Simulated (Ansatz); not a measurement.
# TaSi2: the cost of one run

Program: Ansatz 0.2.0. Level of theory: DFT PBE, scalar-relativistic, plane waves, PAW. These are calculated values, not measurements.

### Step 1. Starting point

The cell holds 24 atoms (Si16Ta8): a = 7.240 Å, b = 7.515 Å, c = 7.399 Å, α = 89.60°, β = 91.79°, γ = 91.23°.

16 Si, 8 Ta were thrown into a skewed cell at random, at 1.00 times a reference volume of the solid, and pushed apart as soft spheres.

The coordinates stand in the first input below.

### Step 2. Dynamics at 3220 K

The cutoff is lowered while the worst contacts of the packing are taken out. One k point, a Fermi-Dirac width of 0.278 eV and a fixed cell.

File input.yaml:

```yaml
crystal:
  lattice:
    - [7.238949, -0.078963, -0.113991]
    - [-0.078963, 7.514851, 0.025597]
    - [-0.113991, 0.025597, 7.397773]
  atoms:
    - { symbol: Si, position: [0.4399483723, 0.6816634383, 0.8709486891] }
    - { symbol: Si, position: [0.4686456927, 0.9348965237, 0.3555697129] }
    - { symbol: Si, position: [0.8623917065, 0.7618164251, 0.9080509646] }
    - { symbol: Si, position: [0.2016290746, 0.9763772798, 0.4868486603] }
    - { symbol: Si, position: [0.4868190878, 0.1148825853, 0.6757123073] }
    - { symbol: Si, position: [0.9975594994, 0.1281719734, 0.1440166277] }
    - { symbol: Si, position: [0.2652319384, 0.1495784191, 0.0062459959] }
    - { symbol: Si, position: [0.4602114797, 0.3904304314, 0.0455957911] }
    - { symbol: Si, position: [0.0720158406, 0.5601552575, 0.8503339381] }
    - { symbol: Si, position: [0.8555992889, 0.4572871751, 0.1179151236] }
    - { symbol: Si, position: [0.3064422536, 0.2059758239, 0.3222685119] }
    - { symbol: Si, position: [0.2001867031, 0.8256670127, 0.7522479208] }
    - { symbol: Si, position: [0.2917533772, 0.3318375188, 0.7253910687] }
    - { symbol: Si, position: [0.5862838365, 0.8381519508, 0.6612616778] }
    - { symbol: Si, position: [0.1561970635, 0.3966934124, 0.1266880534] }
    - { symbol: Si, position: [0.6368780044, 0.6599354302, 0.105703881] }
    - { symbol: Ta, position: [0.7045052152, 0.2351951215, 0.3848806143] }
    - { symbol: Ta, position: [0.8454078615, 0.8460279905, 0.3756785097] }
    - { symbol: Ta, position: [0.4586881124, 0.5673557212, 0.4260271087] }
    - { symbol: Ta, position: [0.0386062972, 0.4904802998, 0.4781845976] }
    - { symbol: Ta, position: [0.6311850565, 0.0319135837, 0.0223023654] }
    - { symbol: Ta, position: [0.7041825498, 0.4413303931, 0.7548738763] }
    - { symbol: Ta, position: [0.9386491912, 0.0978684256, 0.7258875512] }
    - { symbol: Ta, position: [0.1834865751, 0.7910325738, 0.1318967597] }
  symmetry: { detect: false }
basis:
  ecutwfc: 320
  xc_grid: 1
kpoints:
  mp_grid: { grid: [1, 1, 1], shift: [0.25, 0.25, 0.25] }
hamiltonian:
  xc: pbe
scf:
  occupations: { method: fermi_dirac, width: 0.2775 }
  lower_state_search: "off"
  convergence: { dr2_threshold: 1.0e-05 }
output:
  forces: true
  stress: true
md:
  timestep: 3.0
  n_steps: 24
  ensemble: nvt_langevin
  friction: 0.03
  temperature: 3220.0
  initial_velocities: maxwell_boltzmann
  seed: 84596
```

Launch:

```console
$ ansatz run input.yaml --threads 2 --pin off --max-ram 5120MiB --backend cpu --events-out ev --progress --plain --runs-dir out
```

What time and memory should one allow on 2 threads of AMD EPYC 9R45 (Zen 5), shared host?

About 14 s, with a peak of 0.53 GiB.
